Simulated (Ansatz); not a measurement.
# Ge₂H₆O: basis-set convergence

One table from this session's results is given with a row withheld; the runs are named, their logs left out.

Method: one geometry, several basis sets; program: Ansatz 0.2.0, Gaussian basis.

Levels to be run: PBE0-D4/def2-SVP; ωB97M-V/def2-SVP; PBE0-D4/def2-QZVPP; ωB97M-V/def2-QZVPP; the functionals' def2-TZVPP values are taken from earlier runs.

## Structure used throughout

An earlier PBE0-D4 in a triple-zeta def2 set relaxation fixed the geometry.

SMILES `[OH][GeH2][GeH3]`, 9 atoms, charge 0, spin multiplicity 1.

Atoms are counted from 1 here; the program's logs count them from 0.

Bond lengths: O1–Ge2 1.789 Å, O1–H4 0.960 Å, Ge2–Ge3 2.430 Å, Ge2–H5 1.545 Å, Ge2–H6 1.535 Å, Ge3–H7 1.538 Å, Ge3–H8 1.539 Å, Ge3–H9 1.536 Å. Angles: Ge2–O1–H4 112.4°, O1–Ge2–Ge3 110.1°, O1–Ge2–H5 109.3°, O1–Ge2–H6 103.7°, Ge3–Ge2–H5 110.9°, Ge3–Ge2–H6 112.5°, H5–Ge2–H6 110.1°, Ge2–Ge3–H7 110.5°, Ge2–Ge3–H8 109.7°, Ge2–Ge3–H9 110.6°, H7–Ge3–H8 108.4°, H7–Ge3–H9 109.0°, H8–Ge3–H9 108.7°.

As a file:

```xyz
9
charge 0, multiplicity 1
O    -1.6499    1.1020   -0.8178
Ge    0.0531    1.0172   -0.2755
Ge    0.5169   -1.1676    0.6826
H    -1.8338    0.4999   -1.5420
H     0.9847    1.3035   -1.4748
H     0.1626    2.1475    0.7576
H     1.9990   -1.2778    1.0791
H     0.2077   -2.2633   -0.3527
H    -0.3518   -1.4078    1.9264
```

The first run:

The input, in.yaml:

```yaml
crystal:
  periodic: [false, false, false]
  atoms:
    - {symbol: O, position_ang: [-1.649937, 1.102029, -0.817804]}
    - {symbol: Ge, position_ang: [0.053128, 1.017199, -0.275454]}
    - {symbol: Ge, position_ang: [0.516850, -1.167615, 0.682611]}
    - {symbol: H, position_ang: [-1.833778, 0.499947, -1.541995]}
    - {symbol: H, position_ang: [0.984743, 1.303507, -1.474849]}
    - {symbol: H, position_ang: [0.162599, 2.147534, 0.757617]}
    - {symbol: H, position_ang: [1.999024, -1.277841, 1.079126]}
    - {symbol: H, position_ang: [0.207689, -2.263262, -0.352736]}
    - {symbol: H, position_ang: [-0.351818, -1.407798, 1.926386]}
basis:
  gaussian: {orbitals: def2-SVP}
hamiltonian: {xc: pbe0, dispersion: d4}
output: {orbitals: {seedname: orbitals}}
```

Steps of the session up to this table: PBE0-D4 in def2-SVP; ωB97M-V in def2-SVP; PBE0-D4 in def2-QZVPP; ωB97M-V in def2-QZVPP.

One table of the session follows, with a row left open; its other results are not shown here.

It belongs to the step «Density functionals: the series». 

| functional | basis | HOMO (eV) | LUMO (eV) |
| --- | --- | --- | --- |
| PBE0-D4 | def2-SVP | -7.62 | -0.03 |
| PBE0-D4 | def2-TZVPP | -7.74 | -0.26 |
| PBE0-D4 | def2-QZVPP | -7.76 | -0.42 |
| ωB97M-V | def2-SVP | ? | ? |
| ωB97M-V | def2-TZVPP | -9.83 | 1.48 |
| ωB97M-V | def2-QZVPP | -9.85 | 1.16 |

Q: Estimate the row for ωB97M-V, def2-SVP from the others.

**Answer.** HOMO (eV): -9.69; LUMO (eV): 1.82. In the column «HOMO (eV)» it lies between ωB97M-V, def2-TZVPP (-9.83) and PBE0-D4, def2-QZVPP (-7.76).
